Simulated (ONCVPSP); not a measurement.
# Pseudopotential generation for Li: ONCV, PBEsol

Task: generate the file, and judge it by its errors in other configurations, its logarithmic derivatives, its ghosts and its cutoff.

Program: ONCVPSP 4.0.1. Reference atom: PBEsol, scalar-relativistic, spherical and spin-unpolarised. All values are calculated.

### Step 1. Starting point

The settings as typed:

```
element                 : lithium (Li, Z = 3)
type                    : optimised norm-conserving Vanderbilt (ONCV)
frozen core             : [He]
valence charge          : 1
reference configuration : 2s1
partial waves           : 2s: rc 2.70 bohr, ncon 3, nbas 8, qcut 2.8 1/bohr, local; p scattering state at 0.1 Ha: rc 2.70 bohr, ncon 4, nbas 7, qcut 3.2 1/bohr, 2 projectors, debl 1.8 Ha
local potential         : the s channel
core correction         : Teter function, fcfact 4.25, rcfact 1.8
```

### Step 2. The generation run

File Li.dat:

```
# ATOM AND REFERENCE CONFIGURATION
# atsym  z   nc   nv     iexc    psfile
  Li 3.00    1    1  -116133      upf
#
#   n    l    f
    1    0    2.00
    2    0    1.00
#
# PSEUDOPOTENTIAL AND OPTIMIZATION
# lmax
    1
#
#   l,   rc,      ep,       ncon, nbas, qcut
    0    2.70    0.00    3    8    2.80
    1    2.70    0.10    4    7    3.20
#
# LOCAL POTENTIAL
# lloc, lpopt,  rc(5),   dvloc0
    0    5    2.70    0.00
#
# VANDERBILT-KLEINMAN-BYLANDER PROJECTORs
# l, nproj, debl
    0    0    2.50
    1    2    1.80
#
# MODEL CORE CHARGE
# icmod, fcfact, rcfact
    3    4.25    1.80
#
# LOG DERIVATIVE ANALYSIS
# epsh1, epsh2, depsh
   -2.00    5.00    0.02
#
# OUTPUT GRID
# rlmax, drl
    6.00    0.01
#
# TEST CONFIGURATIONS
# ncnf
    2
# nvcnf
#   n    l    f
    1
    2    0    0.50
#
    2
    2    0    0.00
    2    1    1.00
#
```

On the command line:

```bash
oncvpsp.x < Li.dat > Li.out
```

**Question.** What will these runs give? Wanted: cutoffs for 1 and 0.1 mHa per electron, occupied waves; bound ghosts; GHOST(+) flags; largest test error; largest phase difference near zero energy, channels read; rms error of d²Exc/dn², without and with the model core; projector energies reset by the program.

The runs gave:

| quantity | value |
| --- | --- |
| cutoffs for 1 and 0.1 mHa per electron, occupied waves | 2.0 Ha and 3.1 Ha |
| bound ghosts | none found |
| GHOST(+) flags | none at low energy |
| largest test error (AE − PS) | -1.5 meV, for 2s0.5 (1 test unsolved) |
| largest phase difference near zero energy, channels read | 0.001 rad |
| rms error of d²Exc/dn², without and with the model core | 2.05 and 3.16 mHa |
| projector energies reset by the program | p: 0.050, 1.850 Ha |

The worst unpolarised test, 2s0.5, is off by 1.5 meV on 2.0 eV; by total energies transferability rates as very good where solved. Of the tests 1 gave no usable energy difference, which is a warning in itself. It counts as soft on the atom at that tolerance, with 2.0 Ha needed at the looser tolerance. That counts occupied waves only; other projectors can need more. No bound ghost shows below the valence levels. Near zero energy the phases of the channels with partial waves that could be evaluated agree within 0.001 rad. All of this concerns the isolated atom, not yet a solid.
